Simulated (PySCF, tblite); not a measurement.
# C5H6O2: a rotation path, then NMR shifts on frames

Aim: move C5H6O2 (`C=CC(=O)CC=O`) away from its starting geometry and see how NMR shifts follow the geometry.

Programs: tblite 0.8.0 and PySCF 2.14.0, with density-fitted response routines of our own. Each step states its level of theory. These are calculated values for one molecule in the gas phase, unless marked as measured. Atoms count from 0, in the outputs and in this text.

## (1) The starting structure

13 atoms, charge 0, multiplicity 1; geometry from: GFN2-xTB.

Bonds of the start (Å): C0–C1 1.33, C1–C2 1.47, C2–O3 1.21, C2–C4 1.53, C4–C5 1.50, C5–O6 1.20, C0–H7 1.08, C0–H8 1.08, C1–H9 1.08, C4–H10 1.09, C4–H11 1.09, C5–H12 1.10.

## (2) A band between two rotamers with GFN2-xTB

The job: settings as JSON, then the geometry in Å.

```
{"job": {"kind": "neb", "xc": "GFN2-xTB", "basis": "xTB", "atoms": [1, 2, 4, 5], "turn": 120}, "charge": 0, "multiplicity": 1}
C      2.246807     0.343428     0.712492
C      0.965768     0.488394     0.392728
C      0.310337    -0.425281    -0.558242
O      0.820971    -1.415617    -1.017871
C     -1.126206    -0.024715    -0.914802
C     -1.979448    -0.320200     0.287612
O     -2.175882     0.444756     1.188493
H      2.831794    -0.444482     0.264978
H      2.745249     0.994409     1.409964
H      0.351827     1.266744     0.821509
H     -1.454180    -0.608136    -1.773514
H     -1.145610     1.044460    -1.127922
H     -2.395818    -1.343273     0.296847
```

With the program's defaults for keys left out, this is: GFN2-xTB climbing-image nudged elastic band, gas phase.

Launch:

```bash
OMP_NUM_THREADS=1 python probes_run.py task.json out
```

One launch serves the whole session: the jobs run in the order shown.

Output:

```text
image   E - E0 / eV
  0       0.0000
  1       0.0201
  2       0.0615
  3       0.0885
  4       0.1115
  5       0.1221
  6       0.1143
  7       0.0868
  8       0.0573
```

It took 5.2 s on 1 thread of Arm Neoverse N1, shared host; peak memory 0.18 GiB.

The final band, with the dihedral C1–C2–C4–C5:

```
image  dihedral (°)  energy (eV)  energy (kcal/mol)
    0           -73        0.000                0.0
    1           -55        0.020                0.5
    2           -38        0.062                1.4
    3           -21        0.089                2.0
    4            -2        0.112                2.6
    5            17        0.122                2.8
    6            36        0.114                2.6
    7            56        0.087                2.0
    8            72        0.057                1.3
```

## (3) Shielding tensors: image 0, PBE0/pcSseg-1

The job: settings as JSON, then the geometry in Å.

```
{"job": {"kind": "nmr", "xc": "PBE0", "basis": "pcSseg-1", "pop": false}, "charge": 0, "multiplicity": 1}
C      2.246800     0.343400     0.712500
C      0.965800     0.488400     0.392700
C      0.310300    -0.425300    -0.558200
O      0.821000    -1.415600    -1.017900
C     -1.126200    -0.024700    -0.914800
C     -1.979400    -0.320200     0.287600
O     -2.175900     0.444800     1.188500
H      2.831800    -0.444500     0.265000
H      2.745200     0.994400     1.410000
H      0.351800     1.266700     0.821500
H     -1.454200    -0.608100    -1.773500
H     -1.145600     1.044500    -1.127900
H     -2.395800    -1.343300     0.296800
```

Method: GIAO PBE0/pcSseg-1 NMR shielding, non-relativistic, gas phase.

Output:

```text
coarse grid: 11328 points
cycle   1  E = -343.8356493227  dE =  1.148e+00  |g| = 1.049e+00  |ddm| = 3.247e+00
cycle   2  E = -343.0631887235  dE =  7.725e-01  |g| = 2.259e+00  |ddm| = 2.966e+00
cycle   3  E = -344.0474686402  dE = -9.843e-01  |g| = 1.542e-01  |ddm| = 2.277e+00
cycle   4  E = -344.0522611102  dE = -4.792e-03  |g| = 7.617e-02  |ddm| = 1.787e-01
cycle   5  E = -344.0534250752  dE = -1.164e-03  |g| = 3.093e-02  |ddm| = 7.453e-02
cycle   6  E = -344.0536095523  dE = -1.845e-04  |g| = 7.473e-03  |ddm| = 2.433e-02
cycle   7  E = -344.0536187480  dE = -9.196e-06  |g| = 2.694e-03  |ddm| = 6.354e-03
final grid: 110688 points
cycle   8  E = -344.1172359728  dE =  1.130e-05  |g| = 1.755e-02  |ddm| = 2.548e-02
cycle   9  E = -344.1170424953  dE =  1.935e-04  |g| = 3.665e-02  |ddm| = 3.577e-02
cycle  10  E = -344.1172936861  dE = -2.512e-04  |g| = 1.508e-03  |ddm| = 2.514e-02
cycle  11  E = -344.1172941835  dE = -4.974e-07  |g| = 2.558e-04  |ddm| = 1.155e-03
cycle  12  E = -344.1172941881  dE = -4.563e-09  |g| = 2.105e-04  |ddm| = 2.918e-04
cycle  13  E = -344.1172941965  dE = -8.491e-09  |g| = 2.721e-05  |ddm| = 1.771e-04
cycle  14  E = -344.1172941967  dE = -1.398e-10  |g| = 1.176e-05  |ddm| = 4.232e-05
converged SCF energy = -344.1172941967

GIAO shielding tensors (ppm)
atom      isotropic    diamagn.    paramagn.     s11        s22        s33       span
  0 C       46.211     253.278    -207.067    -71.707     32.054    178.286    249.994
  1 C       47.523     260.625    -213.102    -70.343     62.747    150.166    220.509
  2 C       -3.767     249.390    -253.157    -93.230    -11.973     93.903    187.134
  3 O     -309.577     400.918    -710.495   -894.664   -386.770    352.702   1247.366
  4 C      118.703     255.106    -136.402     80.514    132.374    143.221     62.707
  5 C      -13.222     248.521    -261.743   -104.568    -31.806     96.708    201.276
  6 O     -387.590     400.062    -787.652  -1050.401   -460.623    348.254   1398.655
  7 H       24.789      30.663      -5.874     21.948     24.138     28.281      6.333
  8 H       25.562      29.105      -3.543     23.087     25.335     28.263      5.176
  9 H       24.652      33.478      -8.826     20.875     23.401     29.680      8.805
 10 H       27.858      30.941      -3.082     25.994     27.571     30.009      4.015
 11 H       28.019      31.206      -3.187     26.162     27.539     30.358      4.196
 12 H       21.802      27.834      -6.033     19.766     20.989     24.650      4.885
```

It took 24 s on 1 thread of Arm Neoverse N1, shared host; peak memory 0.66 GiB.

The references, computed at this level on geometries of the same kind, shield at (ppm): 1H TMS 31.72, 13C TMS 186.9, 17O H2O 336.1. Their shielding less the atom's gives the shift. The references are single molecules in the gas phase, so shifts against H2O, NH3, PH3, H3PO4 or CFCl3 are not on the usual liquid scales and can be off by tens of ppm. Each atom is listed at this fixed geometry, with no averaging over motion; a spectrum would average atoms that exchange fast.

```csv
atoms,environment,σ (ppm),δ (ppm)
C5,aldehyde carbonyl carbon,-13.2,200.1
C2,ketone carbonyl carbon,-3.8,190.7
C0,β carbon of a C=C–C=O unit,46.2,140.7
C1,α carbon of a C=C–C=O unit,47.5,139.4
C4,sp3 CH2 α to a carbonyl,118.7,68.2
H12,hydrogen on an aldehyde carbonyl carbon,21.80,9.92
H9,hydrogen on an α carbon of a C=C–C=O unit,24.65,7.06
H7,hydrogen on a β carbon of a C=C–C=O unit,24.79,6.93
H8,hydrogen on a β carbon of a C=C–C=O unit,25.56,6.16
H10,hydrogen on an sp3 CH2 α to a carbonyl,27.86,3.86
H11,hydrogen on an sp3 CH2 α to a carbonyl,28.02,3.70
O6,aldehyde oxygen,-387.6,723.7
O3,ketone oxygen,-309.6,645.7
```

## (4) NMR shieldings: image 2, PBE0/pcSseg-1

The job: settings as JSON, then the geometry in Å.

```
{"job": {"kind": "nmr", "xc": "PBE0", "basis": "pcSseg-1", "pop": false}, "charge": 0, "multiplicity": 1}
C      2.218700     0.286400     0.761900
C      0.918000     0.323100     0.494300
C      0.364900    -0.348300    -0.694700
O      1.021800    -1.000300    -1.467000
C     -1.138200    -0.139800    -0.928000
C     -1.944500    -0.122800     0.334700
O     -2.269200     0.863900     0.934200
H      2.897500    -0.231900     0.103400
H      2.639700     0.765500     1.628900
H      0.220300     0.839000     1.136000
H     -1.482500    -0.932800    -1.592900
H     -1.230800     0.828000    -1.429400
H     -2.220100    -1.129400     0.700800
```

Level: GIAO PBE0/pcSseg-1 NMR shielding, non-relativistic, gas phase.

Output:

```text
coarse grid: 11328 points
cycle   1  E = -343.8321086940  dE =  1.150e+00  |g| = 1.054e+00  |ddm| = 3.270e+00
cycle   2  E = -343.0282226913  dE =  8.039e-01  |g| = 2.294e+00  |ddm| = 3.091e+00
cycle   3  E = -344.0457352731  dE = -1.018e+00  |g| = 1.581e-01  |ddm| = 2.392e+00
cycle   4  E = -344.0507374792  dE = -5.002e-03  |g| = 7.869e-02  |ddm| = 1.869e-01
cycle   5  E = -344.0519739561  dE = -1.236e-03  |g| = 3.200e-02  |ddm| = 7.909e-02
cycle   6  E = -344.0521706509  dE = -1.967e-04  |g| = 7.552e-03  |ddm| = 2.489e-02
cycle   7  E = -344.0521800098  dE = -9.359e-06  |g| = 2.724e-03  |ddm| = 6.426e-03
final grid: 110688 points
cycle   8  E = -344.1153513484  dE =  9.022e-06  |g| = 1.681e-02  |ddm| = 2.610e-02
cycle   9  E = -344.1151695856  dE =  1.818e-04  |g| = 3.538e-02  |ddm| = 3.538e-02
cycle  10  E = -344.1154042287  dE = -2.346e-04  |g| = 1.442e-03  |ddm| = 2.505e-02
cycle  11  E = -344.1154046757  dE = -4.469e-07  |g| = 2.730e-04  |ddm| = 1.143e-03
cycle  12  E = -344.1154046831  dE = -7.426e-09  |g| = 1.964e-04  |ddm| = 2.845e-04
cycle  13  E = -344.1154046905  dE = -7.435e-09  |g| = 2.735e-05  |ddm| = 1.720e-04
cycle  14  E = -344.1154046907  dE = -1.419e-10  |g| = 1.147e-05  |ddm| = 4.024e-05
converged SCF energy = -344.1154046907

GIAO shielding tensors (ppm)
atom      isotropic    diamagn.    paramagn.     s11        s22        s33       span
  0 C       45.069     253.037    -207.968    -72.247     28.773    178.682    250.929
  1 C       50.693     261.125    -210.432    -69.241     64.109    157.212    226.453
  2 C       -4.889     248.511    -253.400    -94.956    -19.107     99.396    194.352
  3 O     -304.696     400.281    -704.977   -888.778   -391.438    366.127   1254.905
  4 C      120.982     254.020    -133.038     86.442    129.615    146.887     60.445
  5 C      -18.608     249.579    -268.188   -112.701    -44.275    101.151    213.851
  6 O     -405.146     399.604    -804.750  -1088.769   -475.983    349.314   1438.082
  7 H       24.729      30.485      -5.756     21.910     24.052     28.227      6.317
  8 H       25.583      29.205      -3.622     23.094     25.377     28.278      5.184
  9 H       24.842      33.837      -8.995     20.519     22.936     31.072     10.553
 10 H       27.867      30.460      -2.593     26.670     27.019     29.913      3.243
 11 H       28.240      30.058      -1.818     26.430     27.591     30.700      4.270
 12 H       21.520      28.447      -6.927     19.437     20.898     24.226      4.790
```

Run time: 23 s. Hardware: 1 thread of Arm Neoverse N1, shared host; peak memory 0.73 GiB.

Key values: δ C5 205.5, C2 191.8, C0 141.9, C1 136.2, H12 10.20, H7 6.99 ppm.

## (5) Nuclear shieldings: image 5, PBE0/pcSseg-1

The job: settings as JSON, then the geometry in Å.

```
{"job": {"kind": "nmr", "xc": "PBE0", "basis": "pcSseg-1", "pop": false}, "charge": 0, "multiplicity": 1}
C      2.183800     0.241300     0.798500
C      0.902100    -0.028500     0.580000
C      0.378100    -0.185700    -0.790200
O      1.080300    -0.243600    -1.767400
C     -1.148400    -0.285300    -0.914800
C     -1.890700     0.192300     0.297600
O     -2.230200     1.326500     0.485900
H      2.867200     0.342900    -0.029100
H      2.582800     0.373300     1.789400
H      0.194700    -0.117600     1.391600
H     -1.377400    -1.333200    -1.120200
H     -1.431800     0.316300    -1.781600
H     -2.115000    -0.598100     1.042600
```

Method: GIAO PBE0/pcSseg-1 NMR shielding, non-relativistic, gas phase.

Output:

```text
coarse grid: 11328 points
cycle   1  E = -343.8230392463  dE =  1.159e+00  |g| = 1.065e+00  |ddm| = 3.283e+00
cycle   2  E = -342.9488778607  dE =  8.742e-01  |g| = 2.369e+00  |ddm| = 3.400e+00
cycle   3  E = -344.0423617775  dE = -1.093e+00  |g| = 1.603e-01  |ddm| = 2.671e+00
cycle   4  E = -344.0472585346  dE = -4.897e-03  |g| = 8.633e-02  |ddm| = 2.005e-01
cycle   5  E = -344.0487562528  dE = -1.498e-03  |g| = 3.419e-02  |ddm| = 8.504e-02
cycle   6  E = -344.0489783033  dE = -2.221e-04  |g| = 7.860e-03  |ddm| = 2.587e-02
cycle   7  E = -344.0489885323  dE = -1.023e-05  |g| = 2.883e-03  |ddm| = 7.055e-03
cycle   8  E = -344.0489900491  dE = -1.517e-06  |g| = 1.115e-03  |ddm| = 2.615e-03
final grid: 110688 points
cycle   9  E = -344.1119299954  dE = -4.580e-06  |g| = 1.497e-02  |ddm| = 2.662e-02
cycle  10  E = -344.1117919652  dE =  1.380e-04  |g| = 3.095e-02  |ddm| = 3.342e-02
cycle  11  E = -344.1119723825  dE = -1.804e-04  |g| = 1.899e-03  |ddm| = 2.432e-02
cycle  12  E = -344.1119731730  dE = -7.905e-07  |g| = 4.110e-04  |ddm| = 1.611e-03
cycle  13  E = -344.1119732098  dE = -3.676e-08  |g| = 1.737e-04  |ddm| = 4.679e-04
cycle  14  E = -344.1119732173  dE = -7.562e-09  |g| = 1.996e-05  |ddm| = 1.537e-04
cycle  15  E = -344.1119732174  dE = -8.617e-11  |g| = 7.898e-06  |ddm| = 2.995e-05
converged SCF energy = -344.1119732174

GIAO shielding tensors (ppm)
atom      isotropic    diamagn.    paramagn.     s11        s22        s33       span
  0 C       45.287     252.778    -207.490    -72.328     29.234    178.956    251.284
  1 C       45.264     260.602    -215.338    -68.815     67.710    136.896    205.711
  2 C       -8.535     248.563    -257.098    -97.055    -22.316     93.766    190.822
  3 O     -303.428     400.236    -703.663   -866.287   -395.848    351.851   1218.138
  4 C      127.139     255.366    -128.227    101.561    130.459    149.396     47.835
  5 C      -15.349     249.700    -265.049   -109.135    -38.258    101.346    210.481
  6 O     -405.235     398.197    -803.432  -1092.699   -476.412    353.405   1446.104
  7 H       24.658      30.426      -5.768     21.713     23.989     28.272      6.559
  8 H       25.572      29.153      -3.581     22.921     25.530     28.266      5.345
  9 H       25.454      33.695      -8.241     20.942     25.038     30.383      9.441
 10 H       28.015      30.070      -2.055     26.141     27.650     30.252      4.111
 11 H       28.404      30.088      -1.684     26.036     28.466     30.709      4.673
 12 H       21.119      28.724      -7.606     19.333     20.761     23.262      3.929
```

Run time: 23 s. Hardware: 1 thread of Arm Neoverse N1, shared host; peak memory 0.75 GiB.

This run: δ C5 202.3, C2 195.5, C1 141.7, C0 141.6, H12 10.60, H7 7.06 ppm.

## (6) Shielding tensors: image 6, PBE0/pcSseg-1

The job: settings as JSON, then the geometry in Å.

```
{"job": {"kind": "nmr", "xc": "PBE0", "basis": "pcSseg-1", "pop": false}, "charge": 0, "multiplicity": 1}
C      2.179000     0.211900     0.808600
C      0.921100    -0.142200     0.573100
C      0.366300    -0.114700    -0.794300
O      1.035000     0.054900    -1.781200
C     -1.149000    -0.333700    -0.890700
C     -1.894500     0.289500     0.254200
O     -2.270900     1.426100     0.279200
H      2.819400     0.514100    -0.004300
H      2.600600     0.218300     1.799000
H      0.256700    -0.435600     1.372100
H     -1.312700    -1.413000    -0.915500
H     -1.478300     0.110900    -1.831800
H     -2.077100    -0.386100     1.114100
```

Method: GIAO PBE0/pcSseg-1 NMR shielding, non-relativistic, gas phase.

Output:

```text
coarse grid: 11328 points
cycle   1  E = -343.8223116778  dE =  1.158e+00  |g| = 1.065e+00  |ddm| = 3.261e+00
cycle   2  E = -342.9300229329  dE =  8.923e-01  |g| = 2.387e+00  |ddm| = 3.459e+00
cycle   3  E = -344.0425463915  dE = -1.113e+00  |g| = 1.593e-01  |ddm| = 2.729e+00
cycle   4  E = -344.0473507352  dE = -4.804e-03  |g| = 8.658e-02  |ddm| = 1.982e-01
cycle   5  E = -344.0488966695  dE = -1.546e-03  |g| = 3.231e-02  |ddm| = 8.275e-02
cycle   6  E = -344.0490985844  dE = -2.019e-04  |g| = 7.943e-03  |ddm| = 2.420e-02
cycle   7  E = -344.0491092284  dE = -1.064e-05  |g| = 2.886e-03  |ddm| = 7.309e-03
cycle   8  E = -344.0491107107  dE = -1.482e-06  |g| = 1.136e-03  |ddm| = 2.605e-03
final grid: 110688 points
cycle   9  E = -344.1125934434  dE = -4.880e-06  |g| = 1.552e-02  |ddm| = 2.792e-02
cycle  10  E = -344.1124442068  dE =  1.492e-04  |g| = 3.218e-02  |ddm| = 3.433e-02
cycle  11  E = -344.1126389502  dE = -1.947e-04  |g| = 1.986e-03  |ddm| = 2.511e-02
cycle  12  E = -344.1126398215  dE = -8.713e-07  |g| = 4.336e-04  |ddm| = 1.741e-03
cycle  13  E = -344.1126398630  dE = -4.153e-08  |g| = 1.798e-04  |ddm| = 4.921e-04
cycle  14  E = -344.1126398712  dE = -8.160e-09  |g| = 2.215e-05  |ddm| = 1.625e-04
cycle  15  E = -344.1126398713  dE = -1.215e-10  |g| = 8.859e-06  |ddm| = 3.619e-05
converged SCF energy = -344.1126398713

GIAO shielding tensors (ppm)
atom      isotropic    diamagn.    paramagn.     s11        s22        s33       span
  0 C       45.318     252.786    -207.468    -72.743     29.610    179.086    251.828
  1 C       45.842     260.614    -214.772    -68.345     67.789    138.083    206.428
  2 C       -7.055     248.308    -255.363    -96.658    -18.994     94.486    191.144
  3 O     -303.659     399.985    -703.644   -856.405   -393.486    338.913   1195.318
  4 C      125.167     255.135    -129.968     98.370    132.462    144.670     46.300
  5 C      -12.891     249.683    -262.574   -105.004    -33.529     99.861    204.865
  6 O     -407.026     397.867    -804.893  -1097.460   -475.040    351.422   1448.883
  7 H       24.647      30.458      -5.811     21.772     23.949     28.221      6.449
  8 H       25.561      29.116      -3.555     22.913     25.512     28.259      5.346
  9 H       25.348      33.576      -8.227     21.099     25.179     29.767      8.668
 10 H       27.938      30.249      -2.311     25.894     27.996     29.923      4.029
 11 H       28.337      30.279      -1.941     26.233     28.176     30.603      4.370
 12 H       21.190      28.879      -7.690     19.645     20.678     23.246      3.600
```

Wall time 24 s (1 thread of Arm Neoverse N1, shared host); peak memory 0.73 GiB.

This run: δ C5 199.8, C2 194.0, C0 141.6, C1 141.1, H12 10.53, H7 7.07 ppm.

## (7) Shielding tensors: image 8, PBE0/pcSseg-1

The job: settings as JSON, then the geometry in Å.

```
{"job": {"kind": "nmr", "xc": "PBE0", "basis": "pcSseg-1", "pop": false}, "charge": 0, "multiplicity": 1}
C      2.233600     0.066100     0.815600
C      0.988700    -0.315200     0.554700
C      0.323600     0.064300    -0.709000
O      0.866400     0.681200    -1.590000
C     -1.133200    -0.377800    -0.822500
C     -1.977500     0.458600     0.101400
O     -2.844400     1.202700    -0.249900
H      2.775900     0.664300     0.100900
H      2.742200    -0.196200     1.727700
H      0.423200    -0.917900     1.250800
H     -1.209600    -1.423200    -0.519200
H     -1.473900    -0.246000    -1.850000
H     -1.719300     0.339800     1.171900
```

Method: GIAO PBE0/pcSseg-1 NMR shielding, non-relativistic, gas phase.

Output:

```text
coarse grid: 11328 points
cycle   1  E = -343.8230244488  dE =  1.161e+00  |g| = 1.068e+00  |ddm| = 3.249e+00
cycle   2  E = -342.9228465994  dE =  9.002e-01  |g| = 2.398e+00  |ddm| = 3.451e+00
cycle   3  E = -344.0448504889  dE = -1.122e+00  |g| = 1.591e-01  |ddm| = 2.716e+00
cycle   4  E = -344.0496876733  dE = -4.837e-03  |g| = 8.556e-02  |ddm| = 1.939e-01
cycle   5  E = -344.0512173417  dE = -1.530e-03  |g| = 3.093e-02  |ddm| = 7.969e-02
cycle   6  E = -344.0514074709  dE = -1.901e-04  |g| = 7.720e-03  |ddm| = 2.264e-02
cycle   7  E = -344.0514176242  dE = -1.015e-05  |g| = 2.866e-03  |ddm| = 7.401e-03
cycle   8  E = -344.0514190492  dE = -1.425e-06  |g| = 1.134e-03  |ddm| = 2.589e-03
final grid: 110688 points
cycle   9  E = -344.1147186988  dE = -7.281e-06  |g| = 1.544e-02  |ddm| = 3.082e-02
cycle  10  E = -344.1145708457  dE =  1.479e-04  |g| = 3.199e-02  |ddm| = 3.410e-02
cycle  11  E = -344.1147637735  dE = -1.929e-04  |g| = 2.077e-03  |ddm| = 2.494e-02
cycle  12  E = -344.1147647229  dE = -9.494e-07  |g| = 4.423e-04  |ddm| = 1.814e-03
cycle  13  E = -344.1147647664  dE = -4.354e-08  |g| = 1.792e-04  |ddm| = 4.887e-04
cycle  14  E = -344.1147647745  dE = -8.057e-09  |g| = 2.275e-05  |ddm| = 1.700e-04
cycle  15  E = -344.1147647746  dE = -1.309e-10  |g| = 8.183e-06  |ddm| = 3.611e-05
converged SCF energy = -344.1147647746

GIAO shielding tensors (ppm)
atom      isotropic    diamagn.    paramagn.     s11        s22        s33       span
  0 C       45.254     252.855    -207.601    -72.173     29.154    178.780    250.952
  1 C       47.326     260.511    -213.185    -67.549     67.490    142.037    209.586
  2 C       -4.189     248.752    -252.941    -92.580    -18.577     98.591    191.171
  3 O     -310.505     400.155    -710.660   -898.099   -393.339    359.923   1258.022
  4 C      118.246     254.934    -136.688     86.957    132.113    135.668     48.710
  5 C       -8.577     249.432    -258.009   -101.136    -21.583     96.989    198.125
  6 O     -386.213     394.148    -780.361  -1046.514   -459.637    347.511   1394.025
  7 H       24.619      30.473      -5.853     21.961     23.910     27.988      6.027
  8 H       25.455      28.785      -3.330     22.958     25.408     27.999      5.041
  9 H       24.660      33.183      -8.523     20.820     24.442     28.719      7.899
 10 H       27.774      30.641      -2.867     25.641     27.967     29.713      4.071
 11 H       28.188      30.689      -2.501     26.469     27.969     30.125      3.656
 12 H       21.591      29.240      -7.649     19.832     21.091     23.850      4.018
```

It took 23 s on 1 thread of Arm Neoverse N1, shared host; peak memory 0.73 GiB.

Key values: δ C5 195.5, C2 191.1, C0 141.7, C1 139.6, H12 10.13, H7 7.10 ppm.

## (8) Side by side: NMR shifts

Shifts (ppm) of some atoms, chosen among heavy atoms and hydrogens apart, with basis size and wall time:

| frame | C5 | C1 | C4 | H12 | H9 | O6 | O3 | functions | time |
| --- | --- | --- | --- | --- | --- | --- | --- | --- | --- |
| image 0 | 200.1 | 139.4 | 68.2 | 9.92 | 7.06 | 723.7 | 645.7 | 149 | 24 s |
| image 2 | 205.5 | 136.2 | 65.9 | 10.20 | 6.87 | 741.2 | 640.8 | 149 | 23 s |
| image 5 | 202.3 | 141.7 | 59.8 | 10.60 | 6.26 | 741.3 | 639.5 | 149 | 23 s |
| image 6 | 199.8 | 141.1 | 61.8 | 10.53 | 6.37 | 743.1 | 639.7 | 149 | 24 s |
| image 8 | 195.5 | 139.6 | 68.7 | 10.13 | 7.06 | 722.3 | 646.6 | 149 | 23 s |

## (9) Summary of results

| quantity | value |
| --- | --- |
| barrier | 0.122 eV (2.8 kcal/mol) at image 5 |
| end to end (GFN2-xTB) | 0.057 eV |
| 13C shifts against TMS (PBE0/pcSseg-1, image 0) | 200.1, 190.7, 140.7, 139.4, 68.2 ppm |
| 1H shifts against TMS (PBE0/pcSseg-1, image 0) | 9.92, 7.06, 6.93, 6.16, 3.86, 3.70 ppm |
| 17O shifts against H2O (PBE0/pcSseg-1, image 0) | 723.7, 645.7 ppm |
| range of the shift of O6 | 722.3 to 743.1 ppm |

**Reading.** Along the band the dihedral turns by 144°, and the top (dihedral 17°) lies 2.8 kcal/mol above the start (GFN2-xTB, rough), so at room temperature this motion is fast. The top was not checked by a frequency run. Shifts at one fixed geometry are not the observed spectrum, which averages over the motion. In the first frame run (image 0): The widest tensor belongs to O6: span 1399 ppm, with a paramagnetic part of -788 ppm. In ppm, O6 moves most: its shift spreads over 20.8 ppm, from 722.3 (image 8) to 743.1 (image 6).
